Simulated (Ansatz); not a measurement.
# CsSbWO6: the cost of one run

Computed with Ansatz 0.2.0 (DFT, PBE, plane-wave PAW, default files, scalar-relativistic, as far as a step names no other, unless a step's input says otherwise).

**1. Starting point**

It takes space group Imma (No. 74, orthorhombic). Conventional cell: a = 7.327 Å, b = 7.434 Å, c = 10.502 Å, α = 90.00°, β = 90.00°, γ = 90.00°. Around Cs (site symmetry mm2) lie 6 O at 3.14 to 3.35 Å. Sb (site symmetry 2/m) has 6 O at 1.99 to 2.01 Å as nearest neighbours. W (site symmetry 2/m) is surrounded by 6 O at 1.93 to 1.96 Å. O (site symmetry mm2) is surrounded by 2 Sb at 1.99 Å. O (site symmetry mm2) is surrounded by 2 W at 1.96 Å. O (site symmetry 1) has 1 W at 1.93 Å and 1 Sb at 2.01 Å as nearest neighbours.

Coordinates:

```
CELL_PARAMETERS angstrom
-3.66371 3.71694 5.25104
3.66371 -3.71694 5.25104
3.66371 3.71694 -5.25104
ATOMIC_POSITIONS crystal
Cs 0.12718 0.87718 0.25000
Cs 0.87282 0.12282 0.75000
Sb 0.50000 0.50000 0.50000
Sb 0.50000 0.00000 0.00000
W 0.00000 0.50000 0.50000
W 0.50000 0.50000 0.00000
O 0.57349 0.82349 0.75000
O 0.19172 0.44172 0.75000
O 0.56520 0.81065 0.12998
O 0.18067 0.43522 0.37002
O 0.18067 0.81065 0.74545
O 0.56520 0.43522 0.75455
O 0.42651 0.17651 0.25000
O 0.80828 0.55828 0.25000
O 0.43480 0.18935 0.87002
O 0.81933 0.56478 0.62998
O 0.81933 0.18935 0.25455
O 0.43480 0.56478 0.24545
```

**2. First run, atoms as given**

input.yaml

```yaml
crystal:
  lattice:
    - [-3.6637083237, 3.7169364938, 5.251042]
    - [3.6637083237, -3.7169364938, 5.251042]
    - [3.6637083237, 3.7169364938, -5.251042]
  atoms:
    - { symbol: Cs, position: [0.1271785, 0.8771785, 0.25] }
    - { symbol: Cs, position: [0.8728215, 0.1228215, 0.75] }
    - { symbol: Sb, position: [0.5, 0.5, 0.5] }
    - { symbol: Sb, position: [0.5, 0.0, 0.0] }
    - { symbol: W, position: [0.0, 0.5, 0.5] }
    - { symbol: W, position: [0.5, 0.5, 0.0] }
    - { symbol: O, position: [0.573494, 0.823494, 0.75] }
    - { symbol: O, position: [0.191717, 0.441717, 0.75] }
    - { symbol: O, position: [0.5652015, 0.8106525, 0.129981] }
    - { symbol: O, position: [0.1806715, 0.4352205, 0.370019] }
    - { symbol: O, position: [0.1806715, 0.8106525, 0.745451] }
    - { symbol: O, position: [0.5652015, 0.4352205, 0.754549] }
    - { symbol: O, position: [0.426506, 0.176506, 0.25] }
    - { symbol: O, position: [0.808283, 0.558283, 0.25] }
    - { symbol: O, position: [0.4347985, 0.1893475, 0.870019] }
    - { symbol: O, position: [0.8193285, 0.5647795, 0.629981] }
    - { symbol: O, position: [0.8193285, 0.1893475, 0.254549] }
    - { symbol: O, position: [0.4347985, 0.5647795, 0.245451] }
kpoints:
  mp_grid: { grid: [5, 5, 5] }
scf:
  occupations: { method: fermi_dirac, width: 0.02 }
hamiltonian:
  xc: pbe
  pseudopotentials: { kind: paw }
output:
  forces: true
  stress: true
  populations: true
  efg:
    quadrupole_moments_barn: { Cs: -0.00343, Sb: -0.543, O: -0.02558 }
    contact_densities: true
```

Launch:

```console
$ ansatz run input.yaml --threads 1 --pin off --max-ram 2560MiB --backend cpu --events-out ev --progress --plain --runs-dir out
```

**Question.** How long does this run take on 1 thread of Intel Xeon Platinum 8488C (Sapphire Rapids), shared host, and how much memory does it need?

About 55 s, with a peak of 1 GiB.
